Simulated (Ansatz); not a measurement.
**BAs (triplet): from Hartree-Fock to the top rungs, aug-cc-pVDZ**

One table from this session's results is given with a row withheld; the runs are named, their logs left out.

Method: aug-cc-pVDZ, core rule «outside noble gas», up to 15 orbitals frozen; program: Ansatz 0.2.0, Gaussian basis.

The runs, in order: UHF; CCSD(T) on ROHF; CCSD(T) on UHF; BCCD(T) on ROHF; CISD; CCSDT(Q) on ROHF; CCSDT(Q) on UHF; CASSCF and MRCISD+Q, 8 electrons in 8 orbitals; CASSCF and NEVPT2, 8 electrons in 8 orbitals.

11 further runs of the same task are left out: 2 that didn't finish, 9 set aside as unsound or not needed.

## What is computed

The geometry is a PBE0/def2-TZVPD stationary point (not a proven minimum) of the parent state, kept for this charge and spin. No spin-orbit coupling is included. The filled d shell of As may be among the frozen orbitals whatever the setting's name suggests; the logs give the count.

2 atoms, charge 0, spin multiplicity 3.

Atoms are counted from 1 here; the program's logs count them from 0.

Bond lengths: B1–As2 1.795 Å.

The first run:

Input file in.yaml:

```yaml
crystal:
  periodic: [false, false, false]
  atoms:
    - {symbol: B, position_ang: [0.000000, 0.000000, 0.000000]}
    - {symbol: As, position_ang: [0.000000, 0.000000, 1.795100]}
basis:
  gaussian: {orbitals: aug-cc-pVDZ}
magnetization: {spin_polarized: true, initial_magnetization: 2}
hamiltonian: {xc: hf}
output: {orbitals: {seedname: orbitals}}
```

On the command line:

```
ansatz run in.yaml --threads 1 --pin off --events-out ev --progress --plain --max-ram 2393MiB
```

Among the steps run: UHF; CCSD(T) on ROHF; CCSD(T) on UHF; BCCD(T) on ROHF; CISD; CCSDT(Q) on ROHF; CCSDT(Q) on UHF; CASSCF and MRCISD+Q, 8 electrons in 8 orbitals; CASSCF and NEVPT2, 8 electrons in 8 orbitals.

One table of the session follows, with a row left open; its other results are not shown here.

| method | from UCCSDT(Q) (meV) |
| --- | --- |
| ROHF | +4877.7 |
| UHF | +4728.2 |
| RMP2 | +983.8 |
| UMP2 | +1130.8 |
| CISD | +582.2 |
| RCCSD | +325.5 |
| UCCSD | +325.5 |
| RCCSD(T) | +67.7 |
| UCCSD(T) | +77.2 |
| BCCD(T) | +70.8 |
| RCCSDT | +22.9 |
| UCCSDT | +20.5 |
| RCCSDT(Q) | +6.8 |
| UCCSDT(Q) | 0 |
| CASSCF valence | ? |
| NEVPT2 valence | +681.6 |
| MRCISD valence | +192.9 |
| MRCISD+Q valence | +14.7 |

**Question.** Estimate the row for CASSCF valence.

**Answer.** from UCCSDT(Q) (meV): +2913.4. In the column «from UCCSDT(Q) (meV)» it lies between UMP2 (+1130.8) and UHF (+4728.2).

Among the levels timed on like hardware and quicker than the yardstick, those that no quicker one beats, quickest first: CISD (5.5 s, +582.2 meV); MRCISD+Q valence (10 s, +14.7 meV); RCCSDT(Q) (61 s, +6.8 meV).

Limits of these values: Of the multireference levels listed MRCISD+Q valence comes nearest in total energy (+14.7 meV), which doesn't show that its space is the better one. Restricted and unrestricted rows rest on different reference determinants; where their highest levels disagree by more than a few hundredths of an eV, they describe different states and don't form one ladder.
